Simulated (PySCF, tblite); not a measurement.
# C3H10AsSi2 radical: geometry, infrared bands and EPR parameters

Wanted: the infrared bands and EPR parameters of C3H10AsSi2 radical (`C[C@@H]1C[As]([SiH2])[SiH2]1`), by calculation.

Programs: tblite 0.8.0 and PySCF 2.14.0, with density-fitted response routines of our own. Each step states its level of theory. These are calculated values for one molecule in the gas phase, unless marked as measured. Atoms are numbered from 0 throughout.

### 1 The starting structure

16 atoms, charge 0, multiplicity 2; geometry from: force field or distance geometry start.

Bonds of the start (Å): C0–C1 1.50, C1–C2 1.52, C2–As3 1.97, As3–Si4 2.26, As3–Si5 2.33, Si5–C1 1.86, C0–H6 1.10, C0–H7 1.10, C0–H8 1.12, C1–H9 1.12, C2–H10 1.11, C2–H11 1.11, Si4–H12 1.43, Si4–H13 1.44, Si5–H14 1.45, Si5–H15 1.48.

### 2 Optimising the geometry with GFN2-xTB

Job settings and geometry (Å):

```
{"job": {"kind": "relax", "xc": "GFN2-xTB", "basis": "xTB"}, "charge": 0, "multiplicity": 2}
C     -2.352400     0.133800    -0.417100
C     -1.035400     0.069800     0.308100
C      0.021900     0.893300    -0.405800
As     1.607600    -0.127000    -0.975600
Si     3.319400     0.222500     0.460400
Si    -0.042800    -1.466800    -0.027800
H     -3.052100    -0.650400    -0.087900
H     -2.227900     0.039500    -1.503100
H     -2.751700     1.162700    -0.227900
H     -1.107000     0.363500     1.386300
H      0.331700     1.722700     0.268400
H     -0.450800     1.335900    -1.306000
H      4.326700    -0.782100     0.599900
H      3.679100     1.580500     0.775400
H     -0.731100    -2.312600    -0.989100
H      0.457300    -2.176300     1.171900
```

On the command line:

```console
$ OMP_NUM_THREADS=1 python probes_run.py task.json out
```

The driver reads the jobs from task.json and runs them one after another.

The program printed:

```text
step      E/eV     max force
  0    -469.40988    2.778
  1    -469.62783    1.167
  2    -469.78638    1.131
  3    -469.89270    0.793
  4    -469.97105    0.632
  5    -470.01465    0.552
  6    -470.06811    0.508
  7    -470.11044    0.729
  8    -470.14685    0.616
  9    -470.16915    0.407
 10    -470.18295    0.327
 11    -470.19321    0.329
 12    -470.20068    0.265
 13    -470.20579    0.189
 14    -470.20910    0.158
 15    -470.21221    0.173
 16    -470.21494    0.148
 17    -470.21707    0.099
 18    -470.21856    0.083
 19    -470.21958    0.098
 20    -470.22036    0.101
 21    -470.22103    0.078
 22    -470.22165    0.059
 23    -470.22226    0.081
 24    -470.22289    0.102
 25    -470.22352    0.099
 26    -470.22403    0.067
 27    -470.22441    0.060
 28    -470.22474    0.074
 29    -470.22510    0.071
 30    -470.22553    0.056
 31    -470.22591    0.053
 32    -470.22615    0.046
 33    -470.22627    0.031
 34    -470.22637    0.033
 35    -470.22649    0.038
 36    -470.22665    0.038
 37    -470.22683    0.034
 38    -470.22704    0.037
 39    -470.22729    0.048
 40    -470.22756    0.050
 41    -470.22782    0.038
 42    -470.22804    0.035
 43    -470.22823    0.031
 44    -470.22842    0.037
 45    -470.22860    0.036
 46    -470.22876    0.026
 47    -470.22890    0.024
 48    -470.22902    0.028
 49    -470.22912    0.028
 50    -470.22924    0.025
 51    -470.22937    0.030
 52    -470.22956    0.040
 53    -470.22983    0.044
 54    -470.23016    0.040
 55    -470.23046    0.036
 56    -470.23067    0.037
 57    -470.23086    0.036
 58    -470.23116    0.040
 59    -470.23174    0.056
 60    -470.23279    0.082
 61    -470.23415    0.090
 62    -470.23566    0.105
 63    -470.23771    0.122
 64    -470.23969    0.117
 65    -470.24174    0.193
 66    -470.24495    0.149
 67    -470.24948    0.114
 68    -470.25280    0.120
 69    -470.25467    0.102
 70    -470.25623    0.118
 71    -470.25799    0.142
 72    -470.25993    0.124
 73    -470.26249    0.097
 74    -470.26490    0.090
 75    -470.26674    0.107
 76    -470.26844    0.098
 77    -470.26938    0.072
 78    -470.26997    0.061
 79    -470.27045    0.061
 80    -470.27119    0.067
 81    -470.27184    0.074
 82    -470.27248    0.075
 83    -470.27324    0.072
 84    -470.27425    0.081
 85    -470.27525    0.073
 86    -470.27589    0.058
 87    -470.27629    0.049
 88    -470.27667    0.051
 89    -470.27715    0.056
 90    -470.27759    0.049
 91    -470.27790    0.041
 92    -470.27813    0.039
 93    -470.27839    0.039
 94    -470.27872    0.046
 95    -470.27898    0.030
 96    -470.27910    0.025
 97    -470.27917    0.019
 98    -470.27925    0.020
 99    -470.27936    0.025
100    -470.27948    0.028
101    -470.27959    0.025
102    -470.27970    0.021
103    -470.27980    0.021
104    -470.27989    0.020
105    -470.27998    0.025
106    -470.28008    0.028
107    -470.28020    0.034
108    -470.28032    0.035
109    -470.28042    0.029
110    -470.28051    0.020
111    -470.28060    0.019
112    -470.28067    0.016
113    -470.28071    0.009
```

Run time: 0.75 s. Hardware: 1 thread of Arm Neoverse V2, shared host.

Relaxation path: (not every step is listed)

```csv
step,energy from step 0 (eV),largest force (eV/Å)
0,0.0000,2.7780
1,-0.2180,1.1672
2,-0.3765,1.1309
3,-0.4828,0.7928
4,-0.5612,0.6324
5,-0.6048,0.5518
6,-0.6582,0.5081
7,-0.7006,0.7292
8,-0.7370,0.6164
18,-0.8087,0.0832
28,-0.8149,0.0744
38,-0.8172,0.0374
48,-0.8191,0.0283
58,-0.8213,0.0404
68,-0.8429,0.1203
78,-0.8601,0.0612
88,-0.8668,0.0508
98,-0.8694,0.0204
108,-0.8704,0.0351
109,-0.8705,0.0292
110,-0.8706,0.0199
111,-0.8707,0.0188
112,-0.8708,0.0155
113,-0.8708,0.0091
```

Distances of close pairs at the start and the end, largest changes first:

| bond | before (Å) | after (Å) | change (Å) |
| --- | --- | --- | --- |
| As3–Si4 | 2.262 | 2.328 | +0.066 |
| C1–Si5 | 1.860 | 1.918 | +0.058 |
| Si4–H12 | 1.429 | 1.476 | +0.046 |
| Si4–H13 | 1.440 | 1.478 | +0.039 |
| C2–As3 | 1.970 | 2.000 | +0.031 |
| C0–H8 | 1.120 | 1.091 | -0.029 |
| C1–H9 | 1.120 | 1.097 | -0.023 |
| C1–C2 | 1.518 | 1.538 | +0.019 |

The next job starts from the end point, and lists it.

### 3 Infrared spectrum with GFN2-xTB

Job settings and geometry (Å):

```
{"job": {"kind": "ir", "xc": "GFN2-xTB", "basis": "xTB"}, "charge": 0, "multiplicity": 2}
C     -2.217035     0.240775    -0.043827
C     -0.719383     0.045767     0.117690
C      0.130456     0.929502    -0.810775
As     1.741632    -0.220508    -1.099225
Si     2.750094     0.228145     0.950043
Si     0.046219    -1.653257    -0.337413
H     -2.761088    -0.405705     0.642768
H     -2.527570    -0.004145    -1.058924
H     -2.504427     1.273317     0.158128
H     -0.447531     0.278722     1.154767
H      0.327373     1.930887    -0.414720
H     -0.382548     1.060736    -1.770144
H      4.037836    -0.480608     1.082359
H      3.106346     1.659328     1.052750
H     -0.734969    -2.304252    -1.401493
H      0.146997    -2.569760     0.808098
```

The program printed:

```text
mode    cm-1     km/mol
  1      39.8      0.18
  2      70.7      0.09
  3      98.2      0.40
  4     159.7      0.53
  5     213.5      0.01
  6     244.1      0.32
  7     308.9      5.26
  8     338.6      1.53
  9     349.8      1.65
 10     351.7      1.84
 11     400.1     28.43
 12     437.6     21.65
 13     475.8     21.88
 14     516.3     30.54
 15     601.9    300.67
 16     614.0     50.13
 17     658.4     31.05
 18     771.7    291.03
 19     776.1    123.99
 20     809.0    258.43
 21     930.9      5.40
 22     988.3      6.74
 23    1035.6     10.30
 24    1107.8      0.08
 25    1128.8      0.18
 26    1198.9      4.88
 27    1242.8      0.23
 28    1301.2      0.51
 29    1415.1      0.50
 30    1474.7      0.08
 31    1505.8      2.09
 32    1510.7      1.90
 33    2104.3    372.02
 34    2126.0    430.40
 35    2170.0    376.98
 36    2174.0    319.84
 37    2888.4     16.40
 38    2902.3     97.74
 39    2924.1     43.33
 40    2990.4     46.72
 41    3009.2     45.00
 42    3019.4     27.94
```

Wall time 0.55 s (1 thread of Arm Neoverse V2, shared host).

Which atoms move in the most intense modes:

```
cm⁻¹  km/mol                         atoms
 602   300.7  H14 62 %, H15 22 %, Si5 10 %
 772   291.0            H14 39 %, H15 39 %
 776   124.0   H10 28 %, H11 24 %, C2 20 %
 809   258.4            H12 44 %, H13 44 %
2104   372.0                      H13 95 %
2126   430.4                      H12 95 %
2170   377.0                      H14 93 %
2174   319.8                      H15 94 %
```

### 4 EPR parameters: B3LYP/def2-TZVP-core+pcH-1

The job, as its differences from that of step 3:

```diff
@@ -1,2 +1,2 @@
-{"job": {"kind": "ir", "xc": "GFN2-xTB", "basis": "xTB"}, "charge": 0, "multiplicity": 2}
+{"job": {"kind": "epr", "basis": "pcH-1"}, "charge": 0, "multiplicity": 2}
 C     -2.217035     0.240775    -0.043827
```

With the program's defaults for keys left out, this is: UKS B3LYP, def2-TZVP-core on As, pcH-1 on C H Si, non-relativistic, mean-field spin-orbit, GIAO.

The program printed:

```text
UKS, coarse grid
  cycle   1  E = -2935.16913128  |g| = 1.38e+00
  cycle   2  E = -2935.11336005  |g| = 7.25e-01
  cycle   3  E = -2935.16614516  |g| = 4.48e-01
  cycle   4  E = -2935.24542652  |g| = 1.01e-01
  cycle   5  E = -2935.25057051  |g| = 1.73e-02
  cycle   6  E = -2935.25069369  |g| = 6.95e-03
  cycle   7  E = -2935.25071891  |g| = 1.12e-03
  cycle   8  E = -2935.25072009  |g| = 6.15e-04
UKS, final grid
  cycle   1  E = -2935.25077861  |g| = 9.03e-04
  cycle   2  E = -2935.25077807  |g| = 1.36e-03
  cycle   3  E = -2935.25077906  |g| = 8.83e-05
  cycle   4  E = -2935.25077907  |g| = 2.47e-05
E = -2935.25077907 Eh   <S^2> = 0.7530 (exact 0.7500)
g shifts (ppm)      1          2          3
  rmc          -142       -142       -142
  gc             30          3         -7
  oz_so       -1465       1981      20549
  total       -1576       1843      20400
hyperfine (MHz)  atom isotope    a_iso     a_fc   dipolar eigenvalues
    0   13C      -0.04      -0.04     -0.22     -0.10      0.31
    1   13C      -1.75      -1.77     -1.81     -0.73      2.53
    2   13C       3.47       3.36     -1.18     -0.16      1.34
    3  75As       2.05       6.92    -59.76    -49.69    109.45
    4  29Si    -414.28    -414.18   -153.76     75.64     78.12
    5  29Si     -33.16     -33.20     -8.39      3.89      4.50
    6    1H       0.35       0.35     -0.58     -0.50      1.08
    7    1H       2.34       2.34     -0.59     -0.47      1.06
    8    1H       1.52       1.53     -0.56     -0.50      1.06
    9    1H       4.07       4.09     -3.58     -1.64      5.22
   10    1H       1.35       1.31     -1.54     -0.94      2.48
   11    1H       3.35       3.35     -1.53     -0.93      2.45
   12    1H      33.95      33.86     -8.37      1.04      7.33
   13    1H      35.75      35.65     -8.44      1.12      7.31
   14    1H      -1.77      -1.77     -0.96     -0.74      1.70
   15    1H      -0.08      -0.09     -1.69     -0.79      2.48
```

Run time: 4.3 min. Hardware: 1 thread of Arm Neoverse V2, shared host; peak memory 1.4 GiB.

Principal g values 2.00074, 2.00416, 2.02272; g(iso) = 2.00921, against 2.00232 for a free electron.

Mean a(iso) over the nuclei that a row names, and the largest dipolar term of the row (other rows stand at the frozen geometry):

| nuclei | isotope | a(iso) (MHz) | a(iso) (G, at g = 2.0023) | largest dipolar term (MHz) |
| --- | --- | --- | --- | --- |
| Si4 | 29Si | -414.3 | -147.8 | -153.8 |
| H12, H13 | 1H | 34.8 | 12.4 | -8.4 |
| Si5 | 29Si | -33.2 | -11.8 | -8.4 |
| H9 | 1H | 4.1 | 1.5 | 5.2 |
| C2 | 13C | 3.5 | 1.2 | 1.3 |
| H11 | 1H | 3.3 | 1.2 | 2.5 |
| As3 | 75As | 2.0 | 0.7 | 109.4 |
| H14 | 1H | -1.8 | -0.6 | 1.7 |
| C1 | 13C | -1.8 | -0.6 | 2.5 |
| H6, H7, H8 | 1H | 1.4 | 0.5 | 1.1 |
| H10 | 1H | 1.3 | 0.5 | 2.5 |
| H15 | 1H | -0.1 | 0.0 | 2.5 |
| C0 | 13C | 0.0 | 0.0 | 0.3 |

Mulliken spin populations:

C0 0.00; C1 0.01; C2 0.00; As3 0.11; Si4 0.85; Si5 0.03; H6 0.00; H7 0.00; H8 0.00; H9 0.00; H10 0.00; H11 0.00; H12 0.00; H13 0.00; H14 0.00; H15 0.00

In first order the couplings over 0.8 MHz of 1H, 75As give 672 distinct lines over 32.4 G, if the averaged nuclei exchange fast.

The fields below are evaluated on a grid from the run's orbitals.

ELF in a plane through or near 7 of the atoms.

Values, 10 rows by 14 columns:
```
0.00 0.00 0.00 0.00 0.00 0.00 0.00 0.00 0.00 0.00 0.00 0.00 0.00 0.00
0.00 0.00 0.00 0.00 0.00 0.00 0.23 0.21 0.01 0.00 0.00 0.00 0.00 0.00
0.00 0.00 0.00 0.00 0.00 0.04 0.99 0.99 0.12 0.01 0.00 0.00 0.00 0.00
0.00 0.02 0.81 0.42 0.05 0.03 0.78 0.66 0.16 0.00 0.00 0.00 0.00 0.00
0.00 0.49 1.00 0.99 0.31 0.61 0.14 0.86 0.48 0.43 0.27 0.01 0.00 0.00
0.00 0.06 0.55 0.23 0.78 0.71 0.04 0.48 0.86 0.40 0.33 0.01 0.00 0.00
0.00 0.00 0.33 1.00 0.97 0.07 0.18 0.14 0.11 1.00 0.64 0.01 0.00 0.00
0.00 0.00 0.34 0.99 0.89 0.01 0.73 0.40 0.01 0.90 0.38 0.00 0.00 0.00
0.00 0.00 0.00 0.01 0.00 0.00 0.00 0.00 0.00 0.00 0.00 0.00 0.00 0.00
0.00 0.00 0.00 0.00 0.00 0.00 0.00 0.00 0.00 0.00 0.00 0.00 0.00 0.00
```
The map spans 13.5 Å across and 10.4 Å up, centred on the molecule. Atoms in the plane (x, y in Å): C0 (2.2, -0.4), C1 (0.7, -0.1), Si4 (-2.9, -0.1), H8 (2.3, -1.4), H12 (-4.1, 0.7), H13 (-3.4, -1.5), H15 (-0.2, 2.6).

log10 of the density (e/Å³) in the same plane.

Ten even steps from ' ' (-4.0) to '@' (1.3):
```
                                                        
                      ....::......                      
                    ..::::----::::..                    
                  ..::--==++====--::..                  
        ..........::--==++****++==--::..                
    ....::::--::::----++**####++==--::::..              
    ..::--======----==++**####**++==--::::..            
  ..::--++**++++++++++++++******++======--::..          
  ..--==**####******++++++**####**++**++==--::..        
  ..--==++**##%%@@##**++++**##%%########++==::..        
  ..::--++****@@@@##**++++**##@@##%%@@##**==::..        
    ::--==++**##****++==++**########%%##++==::..        
    ..::==++####**++====++++++++++**####++--::          
    ..::--==****++==--==++++++====++**++==--..          
      ..--====++==------======----======--::            
        ..::----::::::::------::::::::::....            
          ..........  ..........                        
                                                        
                                                        
                                                        
```
The map spans 13.5 Å across and 10.4 Å up, centred on the molecule. Atoms in the plane (x, y in Å): C0 (2.2, -0.4), C1 (0.7, -0.1), Si4 (-2.9, -0.1), H8 (2.3, -1.4), H12 (-4.1, 0.7), H13 (-3.4, -1.5), H15 (-0.2, 2.6).

On the surface of density 0.002 e/bohr³ the electrostatic potential runs, from the 1st to the 99th percentile, from -0.44 V near As3 to 1.05 V near H15.

The spin density lies nearest to Si4 58 %; As3 15 %; H12, H13 about 9 % each.

### 5 Results

| quantity | value |
| --- | --- |
| strongest single infrared mode (GFN2-xTB) | 2126 cm⁻¹, 430 km/mol |
| zero-point energy (GFN2-xTB) | 70.6 kcal/mol |
| g(iso) (B3LYP) | 2.00921 |
| ⟨S²⟩ | 0.753 (exact 0.75) |
| largest a(iso) (averaged by class) | 29Si on Si4, -414.3 MHz |
| surface potential, 1st and 99th percentile | -0.44 V and 1.05 V |

**Reading.** The optimisation took 113 steps and gained 0.871 eV; among the close pairs (by a distance rule), As3–Si4 changed most, from 2.262 to 2.328 Å. No mode is imaginary among the 42: a minimum at this level. The strongest single mode, at 2126 cm⁻¹, moves mainly H12. Unscaled tight-binding wavenumbers are off by several per cent, some by more. Its intensities can rank the bands wrongly. Si4 carries the largest spin population, 0.85 e. The isotropic g lies 6.9 ppt above the free-electron value. The hyperfine terms hold no scalar relativity, which the heavier nuclei need.
